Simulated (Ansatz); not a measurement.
# C₂H₆BFSSi: up Jacob's ladder to CCSD(T)

The task here is to estimate one member of a computed series from the others.

Computed with Ansatz 0.2.0, Gaussian basis. Level: functionals in def2-TZVPP, the program's frozen cores in correlated methods.

Plan: PBE-D4, r2SCAN-D4, PBE0-D4, B3LYP-D4, ωB97X-V, ωB97M-V, B2PLYP; CCSD(T)/def2-TZVPP; MP2/def2-QZVPP; extrapolation to the limit.

**Structure used throughout**

All runs share one geometry, relaxed beforehand with PBE0-D4 in a triple-zeta def2 set.

SMILES `BC(=C)S[SiH2]F`, 12 atoms, charge 0, spin multiplicity 1.

Atoms are counted from 1 here; the program's logs count them from 0.

Bond lengths: B1–C2 1.539 Å, B1–H7 1.195 Å, B1–H8 1.194 Å, C2–C3 1.343 Å, C2–S4 1.779 Å, C3–H9 1.084 Å, C3–H10 1.086 Å, S4–Si5 2.114 Å, Si5–F6 1.597 Å, Si5–H11 1.479 Å, Si5–H12 1.480 Å. Angles: C2–B1–H7 117.7°, C2–B1–H8 122.5°, H7–B1–H8 119.8°, B1–C2–C3 118.4°, B1–C2–S4 123.9°, C3–C2–S4 117.5°, C2–C3–H9 119.4°, C2–C3–H10 123.2°, H9–C3–H10 117.4°, C2–S4–Si5 103.3°, S4–Si5–F6 113.8°, S4–Si5–H11 104.6°, S4–Si5–H12 110.6°, F6–Si5–H11 107.2°, F6–Si5–H12 107.4°, H11–Si5–H12 113.2°.

The first run:

Input file in.yaml:

```yaml
crystal:
  periodic: [false, false, false]
  atoms:
    - {symbol: B, position_ang: [-0.425151, -1.147286, 0.777933]}
    - {symbol: C, position_ang: [0.796132, -0.278709, 0.428732]}
    - {symbol: C, position_ang: [2.017934, -0.737514, 0.746248]}
    - {symbol: S, position_ang: [0.684614, 1.362561, -0.247479]}
    - {symbol: Si, position_ang: [-1.213788, 1.377570, -1.178516]}
    - {symbol: F, position_ang: [-2.421405, 1.665162, -0.173135]}
    - {symbol: H, position_ang: [-0.224531, -2.263231, 1.155887]}
    - {symbol: H, position_ang: [-1.544491, -0.738540, 0.703939]}
    - {symbol: H, position_ang: [2.119382, -1.725216, 1.181310]}
    - {symbol: H, position_ang: [2.926428, -0.159385, 0.601831]}
    - {symbol: H, position_ang: [-1.155033, 2.510247, -2.127964]}
    - {symbol: H, position_ang: [-1.483091, 0.079141, -1.834687]}
basis:
  gaussian: {orbitals: def2-TZVPP}
hamiltonian: {xc: pbe, dispersion: d4}
output: {forces: true, orbitals: {seedname: orbitals}}
```

Started as:

```
$ ansatz run in.yaml --threads 4 --pin off --events-out ev --progress --plain --max-ram 10444MiB
```

Steps of the session up to this table: PBE-D4 (GGA); r2SCAN-D4 (meta-GGA); PBE0-D4 (hybrid); B3LYP-D4 (hybrid); ωB97X-V (range-separated); ωB97M-V (range-separated); B2PLYP (double hybrid); CCSD(T) in def2-TZVPP; MP2 in def2-QZVPP.

One table of the session follows, with a row left open; its other results are not shown here.

| method | atomisation energy (kcal/mol) |
| --- | --- |
| PBE-D4 | 1101.5 |
| r2SCAN-D4 | 1088.5 |
| PBE0-D4 | 1084.7 |
| B3LYP-D4 | 1082.3 |
| ωB97X-V | 1085.4 |
| ωB97M-V | ? |
| B2PLYP | 1070.7 |
| HF/def2-TZVPP | 812.1 |
| MP2/def2-TZVPP | 1074.3 |
| CCSD/def2-TZVPP | 1035.5 |
| CCSD(T)/def2-TZVPP | 1052.4 |
| MP2/CBS | 1102.7 |
| CCSD(T)/CBS | 1080.8 |

**Question.** Estimate the row for ωB97M-V.

As computed: atomisation energy (kcal/mol): 1086.7. In the column «atomisation energy (kcal/mol)» it lies between ωB97X-V (1085.4) and r2SCAN-D4 (1088.5).

Among the levels timed on like hardware and quicker than the yardstick, those that no quicker one beats, quickest first: PBE-D4 (3.3 s, +20.7 kcal/mol); PBE0-D4 (4.2 s, +3.9 kcal/mol); B3LYP-D4 (6.5 s, +1.5 kcal/mol).

B2PLYP carry no dispersion term (for B3LYP, D4 adds 12.2 kcal/mol).
